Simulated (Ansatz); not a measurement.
## Sr on several prototypes: a ranking of structure types by relaxed energy, step by step

Computed with the Ansatz DFT code, driven from Python.

Interactive session:
```pycon
>>> import warnings
>>> import ansatz as az
>>> import numpy as np
>>> import pandas as pd
>>> import spglib
>>> FUNCTIONAL = "LDA"
>>> CUTOFF = 520
>>> KSPACING = 0.15
>>> OCCUPATIONS = "cold"
>>> SMEARING_WIDTH = 0.05
>>> def sc(first, a):
...     return (
...         az.Lattice.cubic(a)
...         .space_group(221)
...         .atom(first, (0, 0, 0))
...     )
...
>>> def diamond(first, a):
...     return (
...         az.Lattice.fcc(a)
...         .space_group(227, origin_choice=1)
...         .atom(first, (0, 0, 0))
...         .primitive()
...     )
...
>>> def fcc(a_site, a):
...     return (
...         az.Lattice.fcc(a)
...         .space_group(225)
...         .atom(a_site, (0, 0, 0))
...         .primitive()
...     )
...
>>> def solve(name, crystal):
...     calc = (
...         crystal.calculation()
...         .functional(FUNCTIONAL)
...         .basis(CUTOFF)
...         .kpoints(spacing=KSPACING)
...         .occupations(OCCUPATIONS, width=SMEARING_WIDTH)
...         .stress()
...         .band_table()
...     )
...     calc = calc.relax(force_tolerance=0.03, cell=True)
...     return calc.run(threads=1)
...
>>> def space_group(outcome):
...     sites = outcome.report["lattice"]["sites"]
...     kinds = sorted({site["symbol"] for site in sites})
...     cell = (outcome.lattice.cell_ang, [site["position_frac"] for site in sites], [kinds.index(site["symbol"]) for site in sites])
...     return spglib.get_spacegroup(cell, symprec=0.01)
...
>>> def volume_per_atom(outcome):
...     return abs(np.linalg.det(outcome.lattice.cell_ang)) / len(outcome.lattice.sites)
...
>>> def pressure_gpa(outcome):
...     return float(np.trace(outcome.report["stress_gpa"]) / 3)
...
>>> # starting lattice constants are rough guesses; the relaxation finds the rest
>>> warnings.simplefilter("ignore", az.DeckWarning)
>>> phases = {}
>>> phases["sc"] = sc("Sr", 3.96)
>>> phases["diamond"] = diamond("Sr", 8.37)
>>> phases["fcc"] = fcc("Sr", 6.08)
>>> done = {}
>>> for name, crystal in phases.items():
...     try:
...         done[name] = solve(name, crystal)
...     except az.NonConvergedError as error:
...         print(name, "did not converge:", str(error)[:120])
...
>>> energy = {name: o.report["energy_sigma0_ev"] / len(o.lattice.sites) for name, o in done.items()}
>>> lowest = min(energy.values())
>>> rows = [(name, len(o.lattice.sites), 1000 * (energy[name] - lowest), space_group(o), volume_per_atom(o), pressure_gpa(o)) for name, o in done.items()]
>>> rows.sort(key=lambda row: row[2])
>>> print(pd.DataFrame(rows, columns=["phase", "atoms", "dE (meV/atom)", "space group", "V (A^3/atom)", "P (GPa)"]).round(4).to_string(index=False))
  phase  atoms  dE (meV/atom) space group  V (A^3/atom)  P (GPa)
    fcc      1         0.0000 Fm-3m (225)       48.7246  -0.0470
     sc      1       386.4567 Pm-3m (221)       47.7864   0.0391
diamond      2      1066.9190 Fd-3m (227)       98.7413   0.0012
```

By space group at the end of each run: Fm-3m (+0 meV an atom, 48.7 Å³), Pm-3m (+386 meV an atom, 47.8 Å³) and Fd-3m (+1067 meV an atom, 98.7 Å³).

Caveats:
- Pressure is positive in compression.
- The cells are built on prototypes, so most aren't the phase found in nature. Rows bear the name of their start, and a relaxation keeps or raises the symmetry. Differences under 10 to 15 meV an atom lie within the error of mesh and functional.
- Finished in 67 s on 1 thread of Arm Neoverse V1, with other jobs on the host, peak memory 0.6 GiB.
